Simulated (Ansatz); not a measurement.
**CH₇SSbSi: up Jacob's ladder to CCSD(T)**

One table from this session's results is given with a row withheld; the runs are named, their logs left out.

Method: functionals in def2-TZVPP, the program's frozen cores in correlated methods; program: Ansatz 0.2.0, Gaussian basis.

The runs, in order: PBE-D4, r2SCAN-D4, PBE0-D4, B3LYP-D4, ωB97X-V, ωB97M-V, B2PLYP; CCSD(T)/def2-TZVPP; MP2/def2-QZVPP; extrapolation to the limit.

## The relaxed structure

The geometry comes from an earlier relaxation with PBE0-D4 in a triple-zeta def2 set; it is a stationary point, not always the lowest conformer. Sb takes the def2 core potential; no spin-orbit term is included.

11 atoms, charge 0, spin multiplicity 1.

Atoms are counted from 1 here; the program's logs count them from 0.

Bond lengths: C1–Sb2 2.162 Å, C1–H5 1.089 Å, C1–H6 1.091 Å, C1–H7 1.090 Å, Sb2–Si3 2.573 Å, Sb2–S4 2.435 Å, Si3–H8 1.486 Å, Si3–H9 1.490 Å, Si3–H10 1.490 Å, S4–H11 1.344 Å. Angles: Sb2–C1–H5 110.8°, Sb2–C1–H6 109.0°, Sb2–C1–H7 108.2°, H5–C1–H6 109.7°, H5–C1–H7 109.7°, H6–C1–H7 109.4°, C1–Sb2–Si3 93.7°, C1–Sb2–S4 97.3°, Si3–Sb2–S4 92.9°, Sb2–Si3–H8 110.0°, Sb2–Si3–H9 110.8°, Sb2–Si3–H10 108.9°, H8–Si3–H9 109.0°, H8–Si3–H10 109.3°, H9–Si3–H10 108.7°, Sb2–S4–H11 96.5°.

Set-up of the first run:

in.yaml

```yaml
crystal:
  periodic: [false, false, false]
  atoms:
    - {symbol: C, position_ang: [-0.708170, 1.632860, -0.308212]}
    - {symbol: Sb, position_ang: [-1.423415, -0.335286, 0.230956]}
    - {symbol: Si, position_ang: [0.849281, -1.087495, 1.174709]}
    - {symbol: S, position_ang: [-1.026789, -1.406540, -1.919597]}
    - {symbol: H, position_ang: [0.270693, 1.572169, -0.781664]}
    - {symbol: H, position_ang: [-0.644776, 2.246289, 0.592256]}
    - {symbol: H, position_ang: [-1.423764, 2.077126, -0.999453]}
    - {symbol: H, position_ang: [0.833366, -2.550115, 1.434105]}
    - {symbol: H, position_ang: [1.158159, -0.372626, 2.444515]}
    - {symbol: H, position_ang: [1.913496, -0.774873, 0.179685]}
    - {symbol: H, position_ang: [0.267217, -1.058611, -2.026699]}
basis:
  gaussian: {orbitals: def2-TZVPP}
hamiltonian: {xc: pbe, dispersion: d4}
output: {forces: true, orbitals: {seedname: orbitals}}
```

The run is started by

```sh
ansatz run in.yaml --threads 4 --pin off --events-out ev --progress --plain --max-ram 10444MiB
```

Among the steps run: PBE-D4 (GGA); r2SCAN-D4 (meta-GGA); PBE0-D4 (hybrid); B3LYP-D4 (hybrid); ωB97X-V (range-separated); ωB97M-V (range-separated); B2PLYP (double hybrid); CCSD(T) in def2-TZVPP; MP2 in def2-QZVPP.

One table of the session follows, with a row left open; its other results are not shown here.

```
            method  atomisation energy (kJ/mol)
            PBE-D4                            ?
         r2SCAN-D4                       3328.1
           PBE0-D4                       3314.7
          B3LYP-D4                       3341.2
           ωB97X-V                       3362.7
           ωB97M-V                       3333.3
            B2PLYP                       3275.1
     HF/def2-TZVPP                       2384.6
    MP2/def2-TZVPP                       3217.6
   CCSD/def2-TZVPP                       3187.6
CCSD(T)/def2-TZVPP                       3236.5
           MP2/CBS                       3325.9
       CCSD(T)/CBS                       3344.8
```

Estimate the missing values for PBE-D4.

The run gave: atomisation energy (kJ/mol): 3353.8. In the column «atomisation energy (kJ/mol)» it lies between CCSD(T)/CBS (3344.8) and ωB97X-V (3362.7).
